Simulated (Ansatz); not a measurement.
# H4O3Si: the cost of one run

Method: RKS PBE-D4/def2-SVP, in Ansatz 0.2.0.

## (1) The system as given

Bond lengths: Si1–H2 1.660 Å, Si1–O3 1.880 Å, O3–H4 1.010 Å, Si1–O5 1.679 Å, O5–H6 1.010 Å, Si1–O7 1.679 Å, O7–H8 1.010 Å. Angles: H2–Si1–O3 45.4°, H2–Si1–O5 121.8°, H2–Si1–O7 121.8°, O3–Si1–O5 122.6°, O3–Si1–O7 122.6°, O5–Si1–O7 109.5°, Si1–O3–H4 106.0°, Si1–O5–H6 109.5°, Si1–O7–H8 109.5°.

As a file:

```xyz
8

Si    0.0000    0.0000    0.0000
H     0.8436    0.0000    1.4296
O     1.8237    0.0000    0.4570
H     2.1400   -0.9521    0.3404
O    -0.7913    1.3709   -0.5594
H    -1.7491    1.1401   -0.7818
O    -0.7913   -1.3709   -0.5594
H    -1.2459   -1.8365    0.2129
```

## (2) Pulling towards end A

Springs on the bonds that form and break draw the guess towards this end; the thresholds are loose.

Input file input.yaml:

```yaml
crystal:
  periodic: [false, false, false]
  atoms:
    - { symbol: Si, position_ang: [0.0, 0.0, 0.0] }
    - { symbol: H, position_ang: [0.8436, 0.0, 1.4296] }
    - { symbol: O, position_ang: [1.8237, 0.0, 0.457] }
    - { symbol: H, position_ang: [2.14, -0.9521, 0.3404] }
    - { symbol: O, position_ang: [-0.7913, 1.3709, -0.5594] }
    - { symbol: H, position_ang: [-1.7491, 1.1401, -0.7818] }
    - { symbol: O, position_ang: [-0.7913, -1.3709, -0.5594] }
    - { symbol: H, position_ang: [-1.2459, -1.8365, 0.2129] }
basis:
  gaussian: { orbitals: def2-SVP }
hamiltonian:
  xc: pbe
  dispersion: d4
relax:
  f_tol: 0.15
  max_steps: 25
  restrain:
    - { distance: [1, 2], at: 2.21, k: 30.0 }
    - { distance: [0, 1], at: 1.46, k: 30.0 }
    - { distance: [0, 2], at: 1.68, k: 30.0 }
```

Command:

```sh
> ansatz run input.yaml --threads 1 --pin off --max-ram 2048MiB --backend cpu --events-out ev --progress --plain --runs-dir out
```

**Question.** How long does this run take on 1 thread of Arm Neoverse V2, shared host, and how much memory does it need?

About 31 s, with a peak of 0.14 GiB.
